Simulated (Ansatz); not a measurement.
# Cu (fcc type): a single-point run

The task is a single-point run on Cu (fcc type). The structure is shown as the input types it.

Method: DFT, LDA, all-electron LAPW, scalar-relativistic, in Ansatz 0.2.0.

## Step 1: The structure to begin with

The structure is cubic, space group Fm-3m (No. 225). The conventional cell has a = 3.518 Å, b = 3.518 Å, c = 3.518 Å, α = 90.00°, β = 90.00°, γ = 90.00°. Cu (site symmetry m-3m) is surrounded by 12 Cu at 2.49 Å.

Coordinates:

```cif
data_structure
_symmetry_space_group_name_H-M 'Fm-3m'
_symmetry_Int_Tables_number 225
_cell_length_a 3.5177
_cell_length_b 3.5177
_cell_length_c 3.5177
_cell_angle_alpha 90.000
_cell_angle_beta 90.000
_cell_angle_gamma 90.000
_cell_volume 43.53
loop_
_atom_site_label
_atom_site_type_symbol
_atom_site_symmetry_multiplicity
_atom_site_Wyckoff_symbol
_atom_site_fract_x
_atom_site_fract_y
_atom_site_fract_z
_atom_site_occupancy
Cu1 Cu 4 a 0.00000 0.00000 0.00000 1
```

## Step 2: Running it

input.yaml reads:

```yaml
crystal:
  lattice:
    - [0.0, 1.758838701, -1.758838701]
    - [-1.758838701, 0.0, 1.758838701]
    - [3.5176774021, 3.5176774021, 3.5176774021]
  atoms:
    - { symbol: Cu, position: [0.0, 0.0, 0.0], spin: 2.0 }
    - { symbol: Cu, position: [0.333333333, 0.666666667, 0.333333333] }
    - { symbol: Cu, position: [0.666666667, 0.333333333, 0.666666667] }
kpoints:
  mp_grid: { grid: [19, 19, 7] }
scf:
  occupations: { method: fermi_dirac, width: 0.05 }
  max_iter: 60
hamiltonian:
  xc: lda
  pseudopotentials: { kind: all_electron, lapw: { basis_error: 0.001 } }
output:
  forces: true
  stress: true
  eigenvalues: true
```

The run is started by

```sh
ansatz run input.yaml --threads 2 --pin off --max-ram 4096MiB --backend cpu --events-out ev --progress --plain --runs-dir out
```

**Question.** How will this run end, and is anything wrong with its input?

Nothing was computed: the input was turned down at the start. Its message: «inconsistent input (magnetization.spin_polarized): false but per-atom `spin:`, `per_species`, `initial_magnetization`, `magnetic_field`, or `spin_locking` is set»

The atoms carry spins in the input while the run has one spin channel.

What to do: make the spin settings agree.
